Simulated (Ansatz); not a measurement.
# TiCo in Ansatz: reference runs

How does TiCo come out in PBE? The cell is run as given.

Program: Ansatz 0.2.0. These are calculated values, not measurements. Logs are shortened: lines on timing, memory, paths and dates and some standing lists are left out, and cuts for length are marked.

### Step 1. The cell of the first run

The cell holds a slab with vacuum, 8 atoms: a = 2.986 Å, b = 2.986 Å, c = 25.451 Å, α = 90.00°, β = 90.00°, γ = 90.00°.

### Step 2. Single point, PBE, collinear spin, ferromagnetic start (the (1 0 0) slab of TiCo, cut from the database cell, not relaxed)

input.yaml reads:

```yaml
crystal:
  lattice:
    - [2.98611099, 0.0, 0.0]
    - [0.0, 2.98611099, 0.0]
    - [0.0, 0.0, 25.451388465]
  atoms:
    - { symbol: Co, position: [0.5, 0.5, 0.2946794046], spin: 2.0 }
    - { symbol: Ti, position: [0.0, 0.0, 0.3533424319], spin: 1.0 }
    - { symbol: Co, position: [0.5, 0.5, 0.4120054591], spin: 2.0 }
    - { symbol: Ti, position: [0.0, 0.0, 0.4706684864], spin: 1.0 }
    - { symbol: Co, position: [0.5, 0.5, 0.5293315136], spin: 2.0 }
    - { symbol: Ti, position: [0.0, 0.0, 0.5879945409], spin: 1.0 }
    - { symbol: Co, position: [0.5, 0.5, 0.6466575681], spin: 2.0 }
    - { symbol: Ti, position: [0.0, 0.0, 0.7053205954], spin: 1.0 }
hamiltonian:
  xc: pbe
  pseudopotentials: { kind: paw }
magnetization:
  spin_polarized: true
kpoints:
  mp_grid: { grid: [9, 9, 1] }
scf:
  occupations: { method: fermi_dirac, width: 0.05 }
output:
  forces: true
  eigenvalues: true
efield:
  axis: 3
  dipole_correction: true
  ramp_width: 0.04
```

Potentials or basis: Ansatz PAW.

The run is started by

```sh
$ ansatz run input.yaml --threads 4 --pin off --max-ram 11264MiB --backend cpu --events-out ev --progress --plain --runs-dir out
```

What it wrote:

```text
Warning: RAYON_NUM_THREADS=4 ignored (pool sized by the plan → 4); use --threads N
Engine: ansatz 0.2.0, x86_64-unknown-linux-gnu
Pseudopotentials: kind: paw
Pseudopotential: Co, paw, valence charge 17, recommended cutoff 420 eV (normal), Co.paw.azcp
Pseudopotential: Ti, paw, valence charge 12, recommended cutoff 420 eV (normal), Ti.paw.azcp
Functional definition: PBE
  parameter kappa = 0.804
  parameter beta = 0.06672455060314922
  exchange = pbe_x(kappa = kappa, mu = beta*pi^2/3)
  correlation = pbe_c(beta = beta)
Crystal: 8 atoms, lattice volume = 226.946 Å³
Basis set: ecut = 420 eV, 4265 PW (Γ), exchange–correlation on 40×40×360 points (8 copies of the dense FFT grid, shifted against one another)
Bands: 77, of which v1, the nominal top of the filled ones, is band 58 counted from 1 (57 counted from 0)
Symmetry: 8 space group operations
k-points: 15 of 81
Non-local potential: Co, projectors of the file, l = 0: 3, l = 1: 2, l = 2: 3, l = 3: 1
Non-local potential: Ti, projectors of the file, l = 0: 3, l = 1: 2, l = 2: 3, l = 3: 1
PAW form: soft (Blöchl's): semilocal exchange-correlation on the pseudo side does not see the compensation charge
PAW one-centre angular grid: Co, 590 points (default); XC on 64 Gauss nodes
PAW one-centre angular grid: Ti, 590 points (default); XC on 64 Gauss nodes
Initial density: superposition of atomic densities (neutral atoms: chi_scale 0, normalization atom)
Starting moments: Σ|m| = 12 μB on 8 of 8 sites
Initial wavefunctions: pseudopotential atomic-orbital guess
Functional: x = pbe(κ = 0.804, μ = 0.2195149727645171), c = pbe(β = 0.06672455060314922)
[... 34 lines left out ...]
Entropy (-TS):   -0.057704 eV (-7.213 meV/atom)
Fermi energy:    5.822731 eV
Dipole field:    D = 0.012398 V/Å  (p = 0.015550 e·Å, saw-weighted, corrected)
Work function:   Φ+ = 3.7727 eV   Φ− = 4.0883 eV
Levels:          The Fermi level and band energies are counted from a zero that moves with the ramp; work functions are not
--- Per-component energies (eV) ---
  E_band       = -2859.281008
  E_kinetic    = 2908.850056
  E_local      = -180100.376551  (includes V_loc(G=0)·N_el)
  E_nonlocal   = 1848.576886
  E_hartree    = 88219.728431
  E_xc         = -1024.949740
  E_vxc        = -1307.040406  (∫ρ·V_xc dr)
  E_paw        = -10255.833514  (= ΣΔE_a)
  E_vpaw       = -2648.965690  (= ΣTr[D̂ρ^β])
  E_aug_tail   = 0.000719  (compensation charges beyond the density's cutoff)
  E_efield     = 0.000096  (sawtooth field / dipole correction)
  E_vefield    = 0.185306  (∫n·V_field dr)
  E_ewald      = 67900.492444
  E_smearing   = -0.057704  (= −TS)
  E_closure    = -0.000000  (closes the sum)
  Σ components = -30503.568878   (vs F -30503.568878, Δ=0.00e0)
--- Forces (eV/Å), atoms counted from 1 ---
  atom   1  Co     0.00000000     0.00000000     1.33836497
  atom   2  Ti    -0.00000000     0.00000000    -1.60210316
  atom   3  Co     0.00000000     0.00000000     0.30725839
  atom   4  Ti     0.00000000     0.00000000     0.01095091
  atom   5  Co    -0.00000000     0.00000000    -0.03274114
  atom   6  Ti     0.00000000    -0.00000000     0.11565183
  atom   7  Co     0.00000000    -0.00000000     0.01467450
  atom   8  Ti    -0.00000000    -0.00000000    -0.15208917
  max |Σ_I F_I| component: 3.29e-5 eV/Å
--- Band table (eV; the first three rows and the last of 30) ---
  k-point 0 ↑: bands = ["-89.9057", "-89.8971", "-89.8469", "-89.3112", "-53.2085", "-53.2085", "-53.1680", "-53.1643", "-53.1643", "-53.1335", "-53.1095", "-53.1095", "-53.0982", "-52.8556", "-52.4775", "-52.4775", "-51.6705", "-51.2773", "-51.2424", "-51.0481", "-28.0699", "-27.7339", "-27.7339", "-27.6294", "-27.4772", "-27.3902", "-27.3902", "-27.3603", "-27.3603", "-27.2891", "-27.1669", "-27.1669", "-1.6237", "-0.8573", "0.2139", "1.3648", "1.7376", "1.7904", "2.0400", "2.0644", "2.1937", "2.4592", "2.5377", "3.2695", "3.8589", "3.8589", "3.9161", "3.9161", "3.9499", "3.9499", "4.0027", "4.1352", "4.2575", "4.5726", "4.5730", "4.5730", "4.9249", "4.9527", "5.2027", "5.4985", "5.8320", "6.0006", "6.2891", "6.2993", "6.3803", "6.5890", "6.5890", "7.0292", "7.0292", "7.7214", "7.7214", "8.0297", "8.1959", "8.2988", "8.2988", "8.3933", "8.5386"]
  k-point 1 ↑: bands = ["-89.9055", "-89.8969", "-89.8468", "-89.3110", "-53.2119", "-53.2083", "-53.1677", "-53.1669", "-53.1641", "-53.1328", "-53.1128", "-53.1093", "-53.0973", "-52.8551", "-52.4805", "-52.4773", "-51.6670", "-51.2732", "-51.2393", "-51.0445", "-28.0660", "-27.7670", "-27.7311", "-27.6244", "-27.4737", "-27.4247", "-27.3941", "-27.3874", "-27.3573", "-27.2854", "-27.2009", "-27.1640", "-1.3858", "-0.6377", "0.3981", "1.4948", "1.8290", "1.8929", "2.0910", "2.1716", "2.2862", "2.5161", "2.6277", "3.3070", "3.7534", "3.8025", "3.8135", "3.8507", "3.9128", "3.9256", "3.9983", "4.1046", "4.1260", "4.3826", "4.5847", "4.7866", "4.8775", "5.1048", "5.2124", "5.6949", "5.7923", "6.0815", "6.2426", "6.2907", "6.3882", "6.7389", "6.7839", "6.9579", "7.0987", "7.4356", "7.6215", "7.9530", "7.9766", "8.1626", "8.2561", "8.3317", "8.4983"]
  k-point 2 ↑: bands = ["-89.9051", "-89.8965", "-89.8464", "-89.3107", "-53.2203", "-53.2077", "-53.1759", "-53.1644", "-53.1635", "-53.1310", "-53.1210", "-53.1087", "-53.0952", "-52.8538", "-52.4880", "-52.4768", "-51.6583", "-51.2630", "-51.2315", "-51.0355", "-28.0562", "-27.8502", "-27.7243", "-27.6118", "-27.5119", "-27.4792", "-27.4641", "-27.3802", "-27.3497", "-27.2862", "-27.2762", "-27.1566", "-0.7073", "-0.0273", "0.8565", "1.7371", "2.0487", "2.1539", "2.1831", "2.2885", "2.5452", "2.7039", "2.9194", "3.5019", "3.5401", "3.6118", "3.7849", "3.7899", "3.8007", "3.8256", "3.9839", "3.9847", "4.0742", "4.2557", "4.5847", "4.7246", "4.8948", "5.2260", "5.4852", "5.8825", "6.0126", "6.0884", "6.2550", "6.3440", "6.5066", "6.7740", "6.8678", "7.0708", "7.1008", "7.3083", "7.3598", "7.4503", "7.5974", "8.1052", "8.1512", "8.3141", "8.4502"]
  k-point 14 ↓: bands = ["-88.8686", "-88.7768", "-88.7235", "-87.9840", "-52.1750", "-52.1742", "-52.1704", "-52.0961", "-52.0953", "-52.0661", "-52.0321", "-52.0313", "-52.0296", "-51.3520", "-51.3079", "-51.3014", "-51.2876", "-51.2667", "-51.2470", "-50.9728", "-27.7010", "-27.6998", "-27.6826", "-27.6819", "-27.6715", "-27.6709", "-27.6572", "-27.5465", "-27.4542", "-27.3287", "-27.3239", "-27.3233", "1.7887", "2.3106", "2.4029", "2.8122", "3.1394", "3.2510", "3.4313", "3.4338", "3.4688", "3.5280", "3.5590", "3.5624", "3.7686", "3.8421", "4.0340", "4.1460", "4.1915", "4.1966", "4.6190", "4.6716", "5.2104", "5.2925", "5.8894", "5.9623", "5.9974", "6.1234", "6.1511", "6.2338", "6.4074", "6.4675", "7.0048", "7.1536", "7.3525", "7.5070", "7.8313", "7.8868", "8.0657", "8.6170", "8.6783", "8.7469", "8.9685", "9.2854", "9.4190", "10.1306", "10.7936"]
```

It took 27 s on 4 threads of Intel Xeon Platinum 8259CL at 2.50GHz (Skylake/Cascade Lake), shared host; peak memory 0.96 GiB.

What came out:

| Property | Result |
| --- | --- |
| Free energy | -30503.5689 eV |
| Largest force | 1.602 eV/Å |
| Band gap on the k mesh | none (metal or under the smearing width) |
| Net moment | 4.19 μB per cell |
| Absolute moment | 5.82 μB per cell |
| Site moments | Co +1.13, +0.90, +0.87, +0.99; Ti -0.27, -0.08, -0.09, +0.63 μB |
| Work function of the upper face | 3.77 eV |
| Work function of the lower face | 4.09 eV |
| Dipole across the slab | 0.016 e·Å |

Forces on the atoms (eV/Å):
```
Co   0.000  0.000  1.338
Ti   0.000  0.000 -1.602
Co   0.000  0.000  0.307
Ti   0.000  0.000  0.011
Co   0.000  0.000 -0.033
Ti   0.000  0.000  0.116
Co   0.000  0.000  0.015
Ti   0.000  0.000 -0.152
```

Caveat: the starting moments weren't kept.
